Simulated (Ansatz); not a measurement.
# CH3GeO: the cost of one run

Program: Ansatz 0.2.0. Level of theory: RKS BLYP-D4/def2-SVP. These are calculated values, not measurements.

1 further run of the same task is left out (it didn't finish).

### 1 The system as given

Bond lengths: O1–C2 1.158 Å, C2–Ge3 2.219 Å, C2–H4 1.099 Å, Ge3–H5 1.556 Å, Ge3–H6 1.579 Å. Angles: O1–C2–Ge3 109.8°, O1–C2–H4 132.1°, Ge3–C2–H4 118.1°, C2–Ge3–H5 107.1°, C2–Ge3–H6 142.8°, H5–Ge3–H6 110.1°.

As a file:

```xyz
6

O     0.5553   -1.7420   -0.5425
C    -0.3383   -1.2011   -0.0424
Ge    0.0933    0.9694    0.1188
H    -1.3021   -1.5675    0.3373
H     1.5030    1.2038   -0.4969
H    -0.5112    2.3373    0.6258
```

### 2 Relaxing end A

Contents of input.yaml:

```yaml
crystal:
  periodic: [false, false, false]
  atoms:
    - { symbol: O, position_ang: [0.55531, -1.74198, -0.54255] }
    - { symbol: C, position_ang: [-0.33831, -1.20109, -0.0424] }
    - { symbol: Ge, position_ang: [0.09328, 0.96941, 0.11881] }
    - { symbol: H, position_ang: [-1.30213, -1.56745, 0.33727] }
    - { symbol: H, position_ang: [1.50304, 1.20383, -0.49693] }
    - { symbol: H, position_ang: [-0.51119, 2.33728, 0.6258] }
total_charge: 1
basis:
  gaussian: { orbitals: def2-SVP }
hamiltonian:
  xc: blyp
  dispersion: d4
relax:
  f_tol: 0.015
  max_steps: 40
output:
  orbitals: {}
```

Run with:

```sh
ansatz run input.yaml --threads 1 --pin off --max-ram 2048MiB --backend cpu --events-out ev --progress --plain --runs-dir out
```

**Question.** How long does this run take on 1 thread of Arm Neoverse V2, shared host, and how much memory does it need?

About 38 s, with a peak of 0.14 GiB.
